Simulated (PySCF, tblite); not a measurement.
# C4H7NSeSi: geometry, infrared bands and NMR shifts

Wanted: the infrared bands and NMR shifts of C4H7NSeSi (`C=C(C)[Si@H]([SeH])C#N`), by calculation.

The runs use tblite 0.8.0 and PySCF 2.14.0, with density-fitted response routines of our own; the level of theory stands in each step. All values are computed, except where a source is named. Atoms count from 0, in the outputs and in this text.

### Step 1. The molecule as given

14 atoms, charge 0, multiplicity 1; geometry from: force field or distance geometry start.

Bonds of the start (Å): C0–C1 1.33, C1–C2 1.49, C1–Si3 1.85, Si3–Se4 2.28, Si3–C5 1.82, C5–N6 1.17, C0–H7 1.07, C0–H8 1.10, C2–H9 1.12, C2–H10 1.12, C2–H11 1.11, Si3–H12 1.47, Se4–H13 1.54.

### Step 2. Relaxing the molecule with GFN2-xTB

The job: settings as JSON, then the geometry in Å.

```
{"job": {"kind": "relax", "xc": "GFN2-xTB", "basis": "xTB"}, "charge": 0, "multiplicity": 1}
C     -1.455300    -0.428100     0.982100
C     -0.691400     0.112500     0.036600
C     -1.357300     0.919500    -1.018300
Si     1.141300    -0.098000    -0.004000
Se     1.675100    -2.237100    -0.586100
C      1.852500     0.347000     1.605900
N      2.318800     0.648100     2.632700
H     -1.105700    -1.021800     1.804300
H     -2.543600    -0.246100     0.926900
H     -1.986200     0.288700    -1.689200
H     -1.923000     1.785400    -0.597800
H     -0.575400     1.379400    -1.663300
H      1.656500     0.757800    -1.076800
H      2.993000    -2.207800    -1.375200
```

On the command line:

```bash
> OMP_NUM_THREADS=1 python probes_run.py task.json out
```

The driver reads the jobs from task.json and runs them one after another.

**Question.** This job is followed by: GFN2-xTB harmonic vibrations, gas phase; GIAO PBE0/pcSseg-1 NMR shielding, non-relativistic, gas phase. What will the session give for the following? strongest single infrared mode (GFN2-xTB); zero-point energy (GFN2-xTB); ¹³C shifts against TMS (PBE0/pcSseg-1); ¹H shifts against TMS (PBE0/pcSseg-1, means over atoms taken as alike); ²⁹Si shifts against TMS (PBE0/pcSseg-1); ⁷⁷Se shifts against Me2Se (PBE0/pcSseg-1); ¹⁵N shifts against NH3 (PBE0/pcSseg-1); surface potential, 1st and 99th percentile.

**Answer**, as computed:

| quantity | value |
| --- | --- |
| strongest single infrared mode (GFN2-xTB) | 2113 cm⁻¹, 304 km/mol |
| zero-point energy (GFN2-xTB) | 58.4 kcal/mol |
| ¹³C shifts against TMS (PBE0/pcSseg-1) | 143.7, 140.2, 124.2, 25.1 ppm |
| ¹H shifts against TMS (PBE0/pcSseg-1, means over atoms taken as alike) | 6.38, 6.27, 5.64, 2.03, 0.66 ppm |
| ²⁹Si shifts against TMS (PBE0/pcSseg-1) | -37.1 ppm |
| ⁷⁷Se shifts against Me2Se (PBE0/pcSseg-1) | -440 ppm |
| ¹⁵N shifts against NH3 (PBE0/pcSseg-1) | 365.0 ppm |
| surface potential, 1st and 99th percentile | -1.61 V and 1.39 V |

In words: Relaxing lowered the energy by 0.472 eV in 199 steps; the close pair that moved most is Se4–H13, from 1.536 to 1.433 Å. No mode is imaginary among the 36: a minimum at this level. The strongest single mode, at 2113 cm⁻¹, moves mainly H13. Unscaled tight-binding wavenumbers are off by several per cent, some by more. Its intensities can rank the bands wrongly. The most deshielded carbon is C1 (fully substituted alkene carbon), at 143.7 ppm: the olefinic region. At PBE0/pcSseg-1: Shielding is most anisotropic at N6 (span 581 ppm, paramagnetic term -435 ppm). At PBE0/pcSseg-1, counted by nearest atom on the grid, the HOMO lies on Se4 79 %; H13 10 %, the LUMO on Si3 18 %; Se4 15 %. Spin-orbit coupling is left out, which matters for shieldings and couplings at and beside the heavy atoms.
